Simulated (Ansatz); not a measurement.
# CsLiCr2Te2S3 (C2/m) in Ansatz: notebook

One crystal, CsLiCr2Te2S3, is run at these levels: PBE+U; tasks: projected density of states.

Everything below comes from runs of Ansatz 0.2.0. Logs are shortened: lines on timing, memory, paths and dates and some standing lists are left out, and cuts for length are marked.

### Step 1. The crystal as given

The structure is monoclinic, space group C2/m (No. 12). The conventional cell has a = 14.579 Å, b = 4.209 Å, c = 7.709 Å, α = 90.00°, β = 109.04°, γ = 90.00°. Cs (site symmetry 2/m) has 6 S at 3.84 to 3.85 Å and 6 Te at 4.08 to 4.23 Å and 2 Cs at 4.21 Å and 2 Cr at 4.27 Å and 4 Li at 4.39 Å as nearest neighbours. Around Li (site symmetry 2/m) lie 2 S at 2.10 Å. Cr (site symmetry m) is surrounded by 4 S at 2.33 to 2.46 Å. Te (site symmetry m) is surrounded by 2 Cr at 2.84 Å and 1 Li at 3.10 Å and 1 S at 3.19 Å. S (site symmetry m) is surrounded by 3 Cr at 2.33 to 2.46 Å. Around S (site symmetry 2/m) lie 2 Li at 2.10 Å and 2 Cr at 2.38 Å.

The cell was built by a generator and needn't be a form met in nature.

### Step 2. Projected density of states, PBE+U, collinear spin, ferromagnetic start

input.yaml reads:

```yaml
crystal:
  lattice:
    - [7.28959, -2.10433, 0.01772]
    - [7.28959, 2.10433, 0.01772]
    - [-2.53315, 0.0, 7.281]
  atoms:
    - { symbol: Cs, position: [0.5, 0.5, 0.0] }
    - { symbol: Li, position: [0.0, 0.0, 0.5] }
    - { symbol: Cr, position: [0.3287, 0.3287, 0.433], spin: 3.0 }
    - { symbol: Cr, position: [0.6713, 0.6713, 0.567], spin: 3.0 }
    - { symbol: Te, position: [0.80672, 0.80672, 0.17427] }
    - { symbol: Te, position: [0.19328, 0.19328, 0.82573] }
    - { symbol: S, position: [0.16358, 0.16358, 0.39713] }
    - { symbol: S, position: [0.83642, 0.83642, 0.60287] }
    - { symbol: S, position: [0.5, 0.5, 0.5] }
hamiltonian:
  xc: pbe
  pseudopotentials: { kind: paw }
  hubbard: { sites: [{ species: Cr, l: d, u_eff: 2.0 }] }
magnetization:
  spin_polarized: true
kpoints:
  mp_grid: { grid: [7, 7, 4] }
scf:
  occupations: { method: fermi_dirac, width: 0.05 }
  n_extra_bands: 22
output:
  forces: true
  stress: true
  eigenvalues: true
  dos: { projected: true, de: 0.05, nscf_kmesh: { grid: [11, 11, 6] } }
```

Potentials or basis: Ansatz PAW.

Command:

```console
> ansatz run input.yaml --threads 8 --pin off --max-ram 20480MiB --backend cpu --events-out ev --progress --plain --runs-dir out
```

What it wrote:

```text
Warning: RAYON_NUM_THREADS=8 ignored (pool sized by the plan → 8); use --threads N
Cs: projections on atomic orbitals take those of the free atom [Kr 4d10] 5s2 5p6 6s1, of charge +0.00 (hamiltonian.pseudopotentials.projection_atoms); the dataset's partial waves leave at most 8.5e-6 of an orbital's norm unspanned inside its sphere
Li: projections on atomic orbitals take those of the free atom 1s2 2s1, of charge +0.00 (hamiltonian.pseudopotentials.projection_atoms); the dataset's partial waves leave at most 8.9e-11 of an orbital's norm unspanned inside its sphere
Cr: projections on atomic orbitals take those of the free atom [Ne] 3s2 3p6 3d5 4s1, of charge +0.00 (hamiltonian.pseudopotentials.projection_atoms); the dataset's partial waves leave at most 7.0e-7 of an orbital's norm unspanned inside its sphere
Te: projections on atomic orbitals take those of the free atom [Kr] 4d10 5s2 5p4, of charge +0.00 (hamiltonian.pseudopotentials.projection_atoms); the dataset's partial waves leave at most 7.8e-6 of an orbital's norm unspanned inside its sphere
S: projections on atomic orbitals take those of the free atom [Ne] 3s2 3p4, of charge +0.00 (hamiltonian.pseudopotentials.projection_atoms); the dataset's partial waves leave at most 1.6e-7 of an orbital's norm unspanned inside its sphere
scf.n_extra_bands = 22 over 45 filled bands (N_el = 90.0): the run solves 67 bands
Engine: ansatz 0.2.0, aarch64-unknown-linux-gnu
Pseudopotentials: kind: paw
Pseudopotential: Cs, paw, valence charge 9, recommended cutoff 420 eV (normal), Cs.paw.azcp
Pseudopotential: Li, paw, valence charge 3, recommended cutoff 420 eV (normal), Li.paw.azcp
Pseudopotential: Cr, paw, valence charge 14, recommended cutoff 420 eV (normal), Cr.paw.azcp
Pseudopotential: Te, paw, valence charge 16, recommended cutoff 420 eV (normal), Te.paw.azcp
Pseudopotential: S, paw, valence charge 6, recommended cutoff 420 eV (normal), S.paw.azcp
Functional definition: PBE
  parameter kappa = 0.804
  parameter beta = 0.06672455060314922
  exchange = pbe_x(kappa = kappa, mu = beta*pi^2/3)
  correlation = pbe_c(beta = beta)
Crystal: 9 atoms, lattice volume = 223.566 Å³
Basis set: ecut = 420 eV, 4341 PW (Γ), exchange–correlation on 108×108×108 points (8 copies of the dense FFT grid, shifted against one another)
Bands: 67, of which v1, the nominal top of the filled ones, is band 45 counted from 1 (44 counted from 0)
Symmetry: 4 space group operations
Space group: C2/m (ITA 12), of the structure as read, at distance tolerance 6.1e-5 Å
Magnetic group: BNS 12.58 (UNI 65), of the structure as read, at distance tolerance 6.1e-5 Å
k-points: 60 of 196
Non-local potential: Cs, projectors of the file, l = 0: 3, l = 1: 2, l = 2: 2, l = 3: 2
Non-local potential: Li, projectors of the file, l = 0: 3, l = 1: 2, l = 2: 1
Non-local potential: Cr, projectors of the file, l = 0: 3, l = 1: 2, l = 2: 3, l = 3: 1
Non-local potential: Te, projectors of the file, l = 0: 2, l = 1: 2, l = 2: 2, l = 3: 2
Non-local potential: S, projectors of the file, l = 0: 2, l = 1: 2, l = 2: 2
PAW form: soft (Blöchl's): semilocal exchange-correlation on the pseudo side does not see the compensation charge
PAW one-centre angular grid: Cs, 194 points (default); XC on 64 Gauss nodes
PAW one-centre angular grid: Li, 110 points (default); XC on 64 Gauss nodes
PAW one-centre angular grid: Cr, 590 points (default); XC on 64 Gauss nodes
PAW one-centre angular grid: Te, 590 points (default); XC on 64 Gauss nodes
PAW one-centre angular grid: S, 110 points (default); XC on 64 Gauss nodes
Initial density: superposition of atomic densities (chi_scale 0.1, normalization cell, long waves kept (reshape's long-wave potential 0.08 eV rms))
Starting moments: Σ|m| = 6 μB on 2 of 9 sites
Initial wavefunctions: pseudopotential atomic-orbital guess
[... 18 lines left out ...]
SCF iter  14: F=—  HF=-29299.914254 eV  |F-HF|=—  |Δ(HF+E_count)|=   3.17e-7  Δρ=1.81e-5 (↑9.57e-6 ↓1.81e-5)  dr2=2.58e-6  dr2_m=1.30e-7  M=5.827 μB ∫|m|=8.040 μB  β_m=0.98  ethr=3.26e-8  ⟨swp⟩=2.1  Hψ=10562  notcnv=0  defer=1497
SCF iter  15: F=—  HF=-29299.914255 eV  |F-HF|=—  |Δ(HF+E_count)|=   4.99e-7  Δρ=2.18e-5 (↑2.18e-5 ↓6.19e-6)  dr2=2.19e-6  dr2_m=1.44e-7  M=5.827 μB ∫|m|=8.041 μB  β_m=0.99  ethr=2.87e-9  ⟨swp⟩=2.5  Hψ=11308  notcnv=0  defer=1497
iter 16 met the thresholds in force, and the SCF goes on: an eigenvalue changes by 0.66 meV, over its tolerance of 0.50 meV (output.eigenvalues, Limitations)
SCF iter  16: F=-29299.914255 eV  HF=-29299.914255 eV  |F-HF|=3.35e-8  |Δ(HF+E_count)|=   1.69e-7  Δρ=3.80e-6 (↑3.80e-6 ↓1.83e-6)  dr2=9.58e-8  dr2_m=7.92e-9  M=5.827 μB ∫|m|=8.041 μB  β_m=0.99  ethr=1.11e-10  ⟨swp⟩=13.1  Hψ=49422  notcnv=0
SCF iter  17: F=-29299.914255 eV  HF=-29299.914255 eV  |F-HF|=2.51e-8  |Δ(HF+E_count)|=   8.57e-9  Δρ=1.42e-6 (↑1.42e-6 ↓1.00e-6)  dr2=3.53e-8  dr2_m=2.19e-10  M=5.827 μB ∫|m|=8.041 μB  ethr=1.06e-10  ⟨swp⟩=2.0  Hψ=23197  notcnv=0
SCF 1 converged in 17 iterations: F = -29299.914255 eV  dr2 = 3.53e-8
NSCF: frozen V_eff on 204 k-points
SCF converged after 17 iterations
an eigenvalue changed by more than its tolerance at an iteration that met the thresholds in force, so the SCF went on 1 time: the last check found none over its tolerance
Magnetization: 5.8272 μB (47.9136 up, 42.0864 down)
Absolute magnetization: 8.0457 μB (∫|ρ↑−ρ↓|, with the PAW one-centre terms)
Spin contamination: 0.8528 ħ² per cell (⟨S²⟩ above its minimum at these occupations)
Per-site moments (μB) at R_I (Å): [(-0.002121620608488376, 1.5828311309923833), (0.004308758568526104, 0.868036125), (2.9322825048826973, 0.9618631007958816), (2.9322825048826977, 0.9618631007958816), (-0.15036722660433566, 1.1734218254172635), (-0.15036722660433605, 1.1734218254172635), (-0.19250842346932812, 0.9618631007958816), (-0.19250842346932864, 0.9618631007958816), (-0.03807831947043399, 0.868036125)]
Free energy (F): -29299.914255 eV
Harris-Foulkes:  -29299.914255 eV  (|F-HF|=2.51e-8)
Internal energy: -29299.879323 eV  (E = F + TS)
E sigma→0 (E₀):  -29299.896789 eV
Entropy (-TS):   -0.034932 eV (-3.881 meV/atom)
Fermi energy:    7.123465 eV
--- Per-component energies (eV) ---
  E_band       = -1256.491321
  E_kinetic    = 1531.157873
  E_local      = -9039.954674  (includes V_loc(G=0)·N_el)
  E_nonlocal   = -372.159696
  E_hartree    = 4444.870822
  E_xc         = -1002.988865
  E_vxc        = -965.193144  (∫ρ·V_xc dr)
  E_hubbard    = 2.237588  (on-site DFT+U / exact-exchange correction)
  E_vhub       = -5.115946  (the Hubbard potential's part of the band-sum identity)
  E_paw        = -18609.618192  (= ΣΔE_a)
  E_vpaw       = -1294.973684  (= ΣTr[D̂ρ^β])
  E_aug_tail   = 0.000408  (compensation charges beyond the density's cutoff)
  E_ewald      = -6253.424587
  E_smearing   = -0.034932  (= −TS)
  E_closure    = -0.000000  (closes the sum)
  Σ components = -29299.914255   (vs F -29299.914255, Δ=0.00e0)
--- Forces (eV/Å), atoms counted from 1 ---
  atom   1  Cs     0.00000000     0.00000000     0.00000000
  atom   2  Li     0.00000000     0.00000000     0.00000000
  atom   3  Cr    -0.08285193     0.00000000    -0.07671547
  atom   4  Cr     0.08285193     0.00000000     0.07671547
  atom   5  Te     0.02922431     0.00000000    -0.19726040
  atom   6  Te    -0.02922431     0.00000000     0.19726040
  atom   7  S     -0.24225865     0.00000000    -0.26150470
  atom   8  S      0.24225865     0.00000000     0.26150470
  atom   9  S      0.00000000     0.00000000     0.00000000
  max |Σ_I F_I| component: 0.00e0 eV/Å
--- Stress (GPa, compression-positive) ---
        2.327050       0.000000       0.065309
        0.000000       2.195295       0.000000
        0.065309       0.000000       0.316752
  P = ⅓ Tr σ = 1.6130 GPa (16.130 kbar)
--- Band table (eV; the first three rows and the last of 120) ---
  k-point 0 ↑: bands = ["-65.5324", "-65.5314", "-37.7883", "-36.9158", "-36.9105", "-36.9034", "-36.8958", "-36.8693", "-36.8670", "-29.1449", "-29.1415", "-29.1386", "-29.1179", "-29.0583", "-29.0550", "-28.9592", "-28.9574", "-28.9544", "-28.9500", "-14.2922", "-6.1026", "-4.9226", "-4.6659", "-3.5819", "-2.8227", "-1.1693", "-1.0889", "-0.8591", "2.1371", "2.7285", "2.8997", "3.0249", "3.1064", "3.2657", "3.9224", "4.1927", "4.6509", "4.9302", "5.2298", "5.2379", "5.5149", "5.8692", "5.9529", "6.0167", "6.5719", "6.5894", "6.9166", "7.0408", "8.1573", "8.3020", "8.3606", "9.2709", "9.3471", "10.5210", "11.4789", "11.8966", "11.9001", "12.1737", "12.4781", "12.9079", "13.1385", "13.1474", "14.0249", "14.1909", "14.3700", "14.4216", "15.2230"]
[... 3 lines left out ...]
Occupation matrices written to <dir>
```

Wall time 87 s (8 threads of Arm Neoverse V1, shared host); peak memory 4 GiB.

Results:

```
Free energy                          : -29299.9143 eV
Pressure                             : 1.6 GPa
Largest force                        : 0.356 eV/Å
Band gap on the k mesh               : none (metal or under the smearing width)
Net moment                           : 5.83 μB per cell
Absolute moment                      : 8.05 μB per cell
Site moments                         : Cs -0.00; Li +0.00; Cr +2.93; Te -0.15; S -0.19, -0.04 μB
Density of states at the Fermi level : 4.36 states/eV per cell
```

Forces on the atoms (eV/Å):
```
Cs   0.000  0.000  0.000
Li   0.000  0.000  0.000
Cr  -0.083  0.000 -0.077
Cr   0.083  0.000  0.077
Te   0.029  0.000 -0.197
Te  -0.029  0.000  0.197
S   -0.242  0.000 -0.262
S    0.242  0.000  0.262
S    0.000  0.000  0.000
```

Stress tensor (GPa, compression positive):
```
2.33 0.00 0.07
0.00 2.20 0.00
0.07 0.00 0.32
```

Levels at points of the mesh, in eV from the Fermi level:
Spin up:
| k point | band 45 | band 46 | band 47 | band 48 | band 49 | band 50 | band 51 | band 52 |
| --- | --- | --- | --- | --- | --- | --- | --- | --- |
| (0.00, 0.00, 0.00) | -0.55 | -0.53 | -0.21 | -0.08 | 1.03 | 1.18 | 1.24 | 2.15 |
| (0.00, 0.00, -0.50) | -0.74 | -0.65 | -0.51 | 0.13 | 0.44 | 1.03 | 1.33 | 1.71 |
Spin down:
```csv
k point,band 38,band 39,band 40,band 41,band 42,band 43,band 44,band 45,band 46,band 47
"(0.00, 0.00, 0.00)",-1.34,-0.86,-0.80,-0.65,-0.03,0.96,2.06,2.35,2.55,3.06
"(0.00, 0.00, -0.50)",-1.13,-1.03,-0.80,-0.50,-0.07,0.41,2.07,2.41,2.57,3.01
```

States per cell in windows of 1 eV (zero at the Fermi level; states under -8 eV left out):
```tsv
from (eV)	up	down	Cr 3d up	Cr 3d down	S 3p down	S 3p up	Te 5p down	Te 5p up
-8.0	0.00	0.00	0.00	0.00	0.00	0.00	0.00	0.00
-7.0	0.00	0.00	0.00	0.00	0.00	0.00	0.00	0.00
-6.0	0.80	0.00	0.16	0.00	0.00	0.45	0.00	0.06
-5.0	3.00	2.20	0.83	0.12	1.42	1.51	0.40	0.44
-4.0	3.88	3.10	1.53	0.28	1.99	1.67	0.62	0.51
-3.0	3.78	3.35	2.25	0.42	2.02	0.73	0.75	0.65
-2.0	5.10	3.05	2.37	0.22	1.47	1.37	1.22	1.07
-1.0	3.44	2.49	0.87	0.22	0.55	1.08	1.61	1.31
0.0	1.45	0.81	0.34	0.12	0.14	0.50	0.50	0.51
1.0	2.47	0.00	0.91	0.00	0.00	0.62	0.00	0.69
2.0	1.07	4.31	0.38	3.50	0.18	0.32	0.13	0.27
3.0	0.31	5.45	0.00	3.98	0.47	0.01	0.30	0.01
4.0	2.10	1.95	0.02	0.39	0.12	0.06	0.07	0.04
5.0	3.53	3.34	0.02	0.17	0.07	0.09	0.06	0.08
6.0	3.68	3.71	0.02	0.11	0.08	0.08	0.07	0.07
7.0	3.28	3.38	0.01	0.07	0.07	0.07	0.05	0.05
```

Eigenvalues of the final occupation matrices:
```csv
site,spin,trace,eigenvalues
site 1,1,4.09,0.50 0.68 0.96 0.97 0.98
site 1,2,0.70,0.06 0.08 0.08 0.21 0.27
site 2,1,4.09,0.50 0.68 0.96 0.97 0.98
site 2,2,0.70,0.06 0.08 0.08 0.21 0.27
```

Caveat: the magnetic or orbital state may not be the lowest; only a ferromagnetic start was run, and an antiferromagnetic order may lie lower in energy; the density of states is complete only up to the lowest level of the last band computed. The run has no spin-orbit coupling, so splittings on Cs, Te are missing.

### Step 3. Projected density of states, PBE+U, collinear spin, ferromagnetic start

input.yaml: that of step 2 with these lines changed.

```diff
@@ -18,3 +18,3 @@
   pseudopotentials: { kind: paw }
-  hubbard: { sites: [{ species: Cr, l: d, u_eff: 2.0 }] }
+  hubbard: { sites: [{ species: Cr, l: d, u_eff: 4.0 }] }
 magnetization:
```

Potentials or basis: Ansatz PAW.

Command:

```console
> ansatz run input.yaml --threads 8 --pin off --max-ram 20480MiB --backend cpu --events-out ev --progress --plain --runs-dir out
```

Run time: 80 s. Hardware: 8 threads of Arm Neoverse V1, shared host; peak memory 4 GiB.

The run converged. Its results:

- Free energy: -29297.8628 eV
- Pressure: 3.1 GPa
- Largest force: 0.634 eV/Å
- Band gap on the k mesh: none (metal or under the smearing width)
- Net moment: 6.19 μB per cell
- Absolute moment: 8.83 μB per cell
- Site moments: Cs -0.00; Li +0.00; Cr +3.16; Te -0.16; S -0.25, -0.05 μB
- Density of states at the Fermi level: 4.11 states/eV per cell

Forces on the atoms (eV/Å):
```
Cs   0.000  0.000  0.000
Li   0.000  0.000  0.000
Cr  -0.076  0.000 -0.051
Cr   0.076  0.000  0.051
Te   0.009  0.000 -0.480
Te  -0.009  0.000  0.480
S   -0.454  0.000 -0.443
S    0.454  0.000  0.443
S    0.000  0.000  0.000
```

Stress tensor (GPa, compression positive):
```
4.17 0.00 0.03
0.00 4.49 0.00
0.03 0.00 0.75
```

Levels at points of the mesh, in eV from the Fermi level:
Spin up:
| k point | band 46 | band 47 | band 48 | band 49 | band 50 | band 51 |
| --- | --- | --- | --- | --- | --- | --- |
| (0.00, 0.00, 0.00) | -0.51 | -0.23 | -0.19 | 0.99 | 1.02 | 1.17 |
| (0.00, 0.00, -0.50) | -0.75 | -0.56 | 0.15 | 0.41 | 1.02 | 1.09 |
Spin down:
```csv
k point,band 38,band 39,band 40,band 41,band 42,band 43,band 44,band 45,band 46,band 47
"(0.00, 0.00, 0.00)",-1.32,-0.81,-0.72,-0.63,0.02,1.05,3.05,3.08,3.31,3.44
"(0.00, 0.00, -0.50)",-1.10,-1.04,-0.72,-0.30,-0.07,0.41,3.08,3.20,3.40,3.69
```

States per cell in windows of 1 eV (zero at the Fermi level; states under -8 eV left out):
```csv
from (eV),up,down,Cr 3d up,Cr 3d down,S 3p down,S 3p up,Te 5p down,Te 5p up
-8.0,0.09,0.08,0.00,0.00,0.00,0.00,0.00,0.00
-7.0,0.00,0.00,0.00,0.00,0.00,0.00,0.00,0.00
-6.0,1.40,0.00,0.52,0.00,0.00,0.63,0.00,0.10
-5.0,3.20,1.83,1.42,0.07,1.17,1.21,0.36,0.40
-4.0,4.64,3.00,2.67,0.18,1.94,1.28,0.67,0.50
-3.0,3.82,3.52,2.04,0.35,2.21,0.77,0.79,0.76
-2.0,4.04,3.24,1.14,0.19,1.68,1.72,1.23,0.91
-1.0,3.09,2.42,0.43,0.14,0.60,1.16,1.57,1.34
0.0,1.44,0.99,0.27,0.10,0.18,0.51,0.65,0.55
1.0,2.39,0.00,0.77,0.00,0.00,0.64,0.00,0.74
2.0,0.99,0.00,0.35,0.00,0.00,0.33,0.00,0.22
3.0,0.29,5.19,0.00,3.69,0.18,0.01,0.12,0.01
4.0,2.04,6.06,0.01,3.97,0.36,0.05,0.20,0.04
5.0,3.53,3.35,0.02,0.46,0.10,0.09,0.07,0.08
6.0,3.67,3.88,0.01,0.25,0.09,0.09,0.07,0.07
7.0,3.30,3.47,0.01,0.12,0.07,0.07,0.05,0.05
```

Eigenvalues of the final occupation matrices:
| site | spin | trace | eigenvalues |
| --- | --- | --- | --- |
| site 1 | 1 | 4.22 | 0.52 0.76 0.98 0.98 0.99 |
| site 1 | 2 | 0.54 | 0.04 0.06 0.06 0.15 0.23 |
| site 2 | 1 | 4.22 | 0.52 0.76 0.98 0.98 0.99 |
| site 2 | 2 | 0.54 | 0.04 0.06 0.06 0.15 0.23 |

Caveat: the magnetic or orbital state may not be the lowest; only a ferromagnetic start was run, and an antiferromagnetic order may lie lower in energy; the density of states is complete only up to the lowest level of the last band computed. The state reached can hang on the start; a lower one may exist.

### Step 4. For comparison

An earlier run on the cell as given: functional PBE; potentials or basis Ansatz PAW; cutoff 420 eV (not typed: the program's choice for these potentials); k mesh 7 × 7 × 4; occupations fermi-dirac, width 0.05 eV; collinear spin, ferromagnetic start; starting moments [0.0, 0.0, 3.0, 3.0, 0.0, 0.0, 0.0, 0.0, 0.0] μB.

- Pressure: 0.0 GPa
- Largest force: 0.030 eV/Å
- Band gap on the k mesh: none (metal or under the smearing width)
- Net moment: 5.22 μB per cell
- Absolute moment: 6.98 μB per cell
- Site moments: Cs +0.00; Li +0.00; Cr +2.59; Te -0.14; S -0.14, -0.03 μB

### Step 5. Overview

```tsv
task	level	U	hubbard projectors	double counting	gap on the mesh (eV)	pressure (GPa)	moment (μB)	largest force (eV/Å)
projected density of states	PBE+U	Cr d U = 2 eV	ortho-atomic (the default)	fll (the default)	none	1.6	5.83	0.36
projected density of states	PBE+U	Cr d U = 4 eV	ortho-atomic (the default)	fll (the default)	none	3.1	6.19	0.63
single point	PBE	-	-	-	none	0.0	5.22	0.03
```

Alike in all rows: potentials or basis Ansatz PAW; spin collinear, ferromagnetic start; cell as given; k mesh 7 × 7 × 4; cutoff (eV) 420; smearing fermi-dirac 0.05 eV.

Every run on the cell as given and a fine mesh finds a metal. The pressure there spans 0.0 GPa (PBE) to 3.1 GPa (PBE+U); a positive pressure means that this level wants a larger cell, a negative one a smaller.

Caveats: only a ferromagnetic start was run, and an antiferromagnetic order may lie lower in energy; the magnetic or orbital state may not be the lowest (some runs); the density of states is complete only up to the lowest level of the last band computed (some runs).

Total energies depend on the potentials used, so only differences within one code and one set of settings carry meaning.
